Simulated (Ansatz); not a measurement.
# CH₄Al₂O₂: basis-set convergence

One table from this session's results is given with a row withheld; the runs are named, their logs left out.

Method: one geometry, several basis sets; program: Ansatz 0.2.0, Gaussian basis.

Levels to be run: PBE0-D4/def2-SVP; ωB97M-V/def2-SVP; PBE0-D4/def2-QZVPP; ωB97M-V/def2-QZVPP; the functionals' def2-TZVPP values are taken from earlier runs.

### Structure used throughout

The geometry comes from an earlier relaxation with PBE0-D4 in a triple-zeta def2 set; it is a stationary point, not always the lowest conformer.

SMILES `O[CH]1[AlH][Al]1[OH]`, 9 atoms, charge 0, spin multiplicity 1.

Atoms are counted from 1 here; the program's logs count them from 0.

Bond lengths: O1–C2 1.382 Å, O1–H6 0.961 Å, C2–Al3 1.975 Å, C2–Al4 1.963 Å, C2–H7 1.169 Å, Al3–Al4 2.443 Å, Al3–H8 1.595 Å, Al4–O5 1.697 Å, O5–H9 0.956 Å. Angles: C2–O1–H6 109.1°, O1–C2–Al3 134.0°, O1–C2–Al4 145.6°, O1–C2–H7 113.1°, Al3–C2–Al4 76.7°, Al3–C2–H7 82.5°, Al4–C2–H7 81.6°, C2–Al3–Al4 51.4°, C2–Al3–H8 138.0°, Al4–Al3–H8 165.1°, C2–Al4–Al3 51.9°, C2–Al4–O5 135.1°, Al3–Al4–O5 167.4°, Al4–O5–H9 125.2°.

The first run:

Input file in.yaml:

```yaml
crystal:
  periodic: [false, false, false]
  atoms:
    - {symbol: O, position_ang: [1.527582, 0.050460, -1.527278]}
    - {symbol: C, position_ang: [0.698913, -0.190410, -0.447816]}
    - {symbol: Al, position_ang: [0.017767, -1.829193, 0.419036]}
    - {symbol: Al, position_ang: [-0.836379, 0.453489, 0.591838]}
    - {symbol: O, position_ang: [-1.753724, 1.880716, 0.624395]}
    - {symbol: H, position_ang: [1.490201, 0.984252, -1.750974]}
    - {symbol: H, position_ang: [1.234935, -0.051436, 0.581934]}
    - {symbol: H, position_ang: [0.174766, -3.408544, 0.256709]}
    - {symbol: H, position_ang: [-2.465559, 2.064366, 1.235055]}
basis:
  gaussian: {orbitals: def2-SVP}
hamiltonian: {xc: pbe0, dispersion: d4}
output: {orbitals: {seedname: orbitals}}
```

Started as:

```bash
$ ansatz run in.yaml --threads 2 --pin off --events-out ev --progress --plain --max-ram 4352MiB
```

Among the steps run: PBE0-D4 in def2-SVP; ωB97M-V in def2-SVP; PBE0-D4 in def2-QZVPP; ωB97M-V in def2-QZVPP.

One table of the session follows, with a row left open; its other results are not shown here.

It belongs to the step «Functionals by basis». 

| functional | basis | HOMO (eV) | LUMO (eV) |
| --- | --- | --- | --- |
| PBE0-D4 | def2-SVP | -5.91 | -1.43 |
| PBE0-D4 | def2-TZVPP | -5.98 | -1.51 |
| PBE0-D4 | def2-QZVPP | -6.01 | -1.56 |
| ωB97M-V | def2-SVP | -7.75 | 0.32 |
| ωB97M-V | def2-TZVPP | ? | ? |
| ωB97M-V | def2-QZVPP | -7.90 | -0.03 |

**Question.** Estimate the row for ωB97M-V, def2-TZVPP.

**Answer.** HOMO (eV): -7.86; LUMO (eV): 0.16. In the column «HOMO (eV)» it lies between ωB97M-V, def2-QZVPP (-7.90) and ωB97M-V, def2-SVP (-7.75).
